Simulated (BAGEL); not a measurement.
**GeSiH5Cl (SMILES Cl[SiH2][GeH3]) at HF/3-21G (density fitting with qzvpp-jkfit)**

What is the vertical singlet–triplet gap of GeSiH5Cl at HF/3-21G (density fitting with qzvpp-jkfit)? 

Program for the calculation: BAGEL 1.2.2.

### Step 1. The structure to begin with

GeSiH5Cl has 8 atoms, charge 0, and is taken as a singlet. SMILES: `Cl[SiH2][GeH3]`. Geometry: relaxed at PBE0-D4/def2-TZVP.

Bond lengths: Cl1–Si2 2.062 Å, Si2–Ge3 2.377 Å, Si2–H4 1.484 Å, Si2–H5 1.484 Å, Ge3–H6 1.536 Å, Ge3–H7 1.538 Å, Ge3–H8 1.536 Å. Some angles: Cl1–Si2–Ge3 109.1°, Cl1–Si2–H4 107.8°, Cl1–Si2–H5 107.8°, Ge3–Si2–H4 111.5°, Ge3–Si2–H5 111.5°, Si2–Ge3–H6 110.0°, Si2–Ge3–H7 109.9°, Si2–Ge3–H8 110.0°, H4–Si2–H5 109.1°, H6–Ge3–H7 108.9°.

### Step 2. A single-point energy at HF/3-21G (density fitting with qzvpp-jkfit)

hf.json reads:

```json
{ "bagel": [

{
  "title": "molecule",
  "basis": "3-21g",
  "df_basis": "qzvpp-jkfit",
  "angstrom": true,
  "geometry": [
    { "atom": "Cl", "xyz": [      -2.290300,       1.217200,      -0.310600 ] },
    { "atom": "Si", "xyz": [      -0.414100,       0.602600,      -0.906900 ] },
    { "atom": "Ge", "xyz": [       0.581500,      -0.662200,       0.842700 ] },
    { "atom": "H", "xyz": [      -0.573600,      -0.206400,      -2.140800 ] },
    { "atom": "H", "xyz": [       0.380700,       1.815700,      -1.222200 ] },
    { "atom": "H", "xyz": [       0.711200,       0.201700,       2.106100 ] },
    { "atom": "H", "xyz": [       1.981500,      -1.135500,       0.415600 ] },
    { "atom": "H", "xyz": [      -0.284600,      -1.890300,       1.160200 ] }
  ]
},

{ "title": "hf", "charge": 0 },

{ "title": "print", "file": "orbitals.molden", "orbitals": true }

]}
```

Launch:

```sh
BAGEL_NUM_THREADS=1 BAGEL hf.json > hf.out
```

Output:

```text
* using 1 threads per process

  ===============================================================
  ===============================================================

  *** Geometry ***

  { "atom" : "Cl", "xyz" : [     -4.328040,      2.300175,     -0.586949 ] },
  { "atom" : "Si", "xyz" : [     -0.782536,      1.138749,     -1.713793 ] },
  { "atom" : "Ge", "xyz" : [      1.098876,     -1.251377,      1.592472 ] },
  { "atom" : "H", "xyz" : [     -1.083947,     -0.390039,     -4.045526 ] },
  { "atom" : "H", "xyz" : [      0.719419,      3.431176,     -2.309623 ] },
  { "atom" : "H", "xyz" : [      1.343973,      0.381158,      3.979952 ] },
  { "atom" : "H", "xyz" : [      3.744492,     -2.145784,      0.785370 ] },
  { "atom" : "H", "xyz" : [     -0.537816,     -3.572149,      2.192460 ] },

  Number of auxiliary basis functions:      612

  Since a DF basis is specified, we compute 2- and 3-index integrals:
    o Being stored without compression. Storage requirement is 0.016 GB

  Number of basis functions:       58
  Number of electrons      :       68

    * METHOD: MOLECULE                             0.35

  *** RHF ***

  === Nuclear Repulsion ===
   314.9086464982

      * DIIS with orbital gradients will be used.

  === RHF iteration (3-21g) ===
      0      -2812.89440876          0.00744834           0.11
      1      -2812.93782597          0.00253760           0.11
      2      -2812.94178201          0.00056984           0.11
      3      -2812.94206752          0.00005302           0.11
      4      -2812.94207110          0.00001537           0.11
      5      -2812.94207142          0.00000345           0.11
      6      -2812.94207144          0.00000083           0.11
      7      -2812.94207144          0.00000012           0.11
      8      -2812.94207144          0.00000004           0.11
      9      -2812.94207144          0.00000001           0.11
     10      -2812.94207144          0.00000000           0.11
    * SCF iteration converged.

    * Permanent dipole moment:
           (   -1.062502,     0.433880,     0.148940) a.u.

    * METHOD: HF                                   1.44

    * METHOD: PRINT                                0.01

  ===============================================================
```

Run time: 1.9 s. Hardware: 1 thread of Arm Neoverse V1, shared host; peak memory 0.12 GiB.

### Step 3. The triplet at the same level

input.json reads:

```json
{ "bagel" : [

{
  "title" : "molecule",
  "basis" : "3-21g",
  "df_basis" : "qzvpp-jkfit",
  "angstrom" : true,
  "geometry" : [
    { "atom" : "Cl", "xyz" : [   -2.290300,    1.217200,   -0.310600 ] },
    { "atom" : "Si", "xyz" : [   -0.414100,    0.602600,   -0.906900 ] },
    { "atom" : "Ge", "xyz" : [    0.581500,   -0.662200,    0.842700 ] },
    { "atom" : "H", "xyz" : [   -0.573600,   -0.206400,   -2.140800 ] },
    { "atom" : "H", "xyz" : [    0.380700,    1.815700,   -1.222200 ] },
    { "atom" : "H", "xyz" : [    0.711200,    0.201700,    2.106100 ] },
    { "atom" : "H", "xyz" : [    1.981500,   -1.135500,    0.415600 ] },
    { "atom" : "H", "xyz" : [   -0.284600,   -1.890300,    1.160200 ] }
  ]
},
{
  "title" : "uhf",
  "nopen" : 2
},
{
  "title" : "print",
  "file" : "orbitals.molden",
  "orbitals" : true
}

]}
```

Launch:

```sh
BAGEL_NUM_THREADS=1 BAGEL input.json > input.out
```

Output:

```text
* using 1 threads per process

  ===============================================================
  ===============================================================

  *** Geometry ***

  { "atom" : "Cl", "xyz" : [     -4.328040,      2.300175,     -0.586949 ] },
  { "atom" : "Si", "xyz" : [     -0.782536,      1.138749,     -1.713793 ] },
  { "atom" : "Ge", "xyz" : [      1.098876,     -1.251377,      1.592472 ] },
  { "atom" : "H", "xyz" : [     -1.083947,     -0.390039,     -4.045526 ] },
  { "atom" : "H", "xyz" : [      0.719419,      3.431176,     -2.309623 ] },
  { "atom" : "H", "xyz" : [      1.343973,      0.381158,      3.979952 ] },
  { "atom" : "H", "xyz" : [      3.744492,     -2.145784,      0.785370 ] },
  { "atom" : "H", "xyz" : [     -0.537816,     -3.572149,      2.192460 ] },

  Number of auxiliary basis functions:      612

  Since a DF basis is specified, we compute 2- and 3-index integrals:
    o Being stored without compression. Storage requirement is 0.016 GB

  Number of basis functions:       58
  Number of electrons      :       68

    * METHOD: MOLECULE                             0.35

  *** Open-shell HF ***

  === Nuclear Repulsion ===
   314.9086464982

      * DIIS with orbital gradients will be used.

  === UHF iteration (3-21g) ===
      0      -2812.62662036          0.01588428           0.22
      1      -2812.68695395          0.00715903           0.21
      2      -2812.69605960          0.00277779           0.21
      3      -2812.69825823          0.00084938           0.21
      4      -2812.69883201          0.00044265           0.21
      5      -2812.69911476          0.00027105           0.22
      6      -2812.69926872          0.00014660           0.22
      7      -2812.69930959          0.00009321           0.21
      8      -2812.69933399          0.00005369           0.21
      9      -2812.69934220          0.00003641           0.21
     10      -2812.69934664          0.00002188           0.21
     11      -2812.69934797          0.00001084           0.21
     12      -2812.69934827          0.00000536           0.21
     13      -2812.69934839          0.00000302           0.21
     14      -2812.69934844          0.00000237           0.21
     15      -2812.69934849          0.00000160           0.21
     16      -2812.69934852          0.00000073           0.21
     17      -2812.69934853          0.00000029           0.21
     18      -2812.69934853          0.00000016           0.21
     19      -2812.69934853          0.00000010           0.21
     20      -2812.69934853          0.00000005           0.21
     21      -2812.69934853          0.00000002           0.21
     22      -2812.69934853          0.00000001           0.21
     23      -2812.69934853          0.00000001           0.21
    * SCF iteration converged.

    * S^2 (UHF) is 2.0125

    * Permanent dipole moment:
           (   -0.962283,     0.703663,    -0.548749) a.u.

    * METHOD: UHF                                  5.35

    * METHOD: PRINT                                0.01

  ===============================================================
```

It took 6 s on 1 thread of Arm Neoverse V1, shared host; peak memory 0.12 GiB.

### Step 4. Summary of results

At HF/3-21G (density fitting with qzvpp-jkfit):

| quantity | value |
| --- | --- |
| singlet: total energy | -2812.94207 Eh |
| singlet: dipole moment | 2.94 D |
| singlet: HOMO energy | -10.94 eV |
| singlet: LUMO energy | 2.64 eV |
| singlet: HOMO–LUMO gap | 13.58 eV |
| triplet: total energy | -2812.69935 Eh |
| triplet: dipole moment | 3.34 D |
| triplet: ⟨S²⟩ | 2.013 |
| vertical energy of the triplet above the singlet | 6.605 eV |

**Reading.** At this shape the triplet lies 6.60 eV (152 kcal/mol) above the singlet.
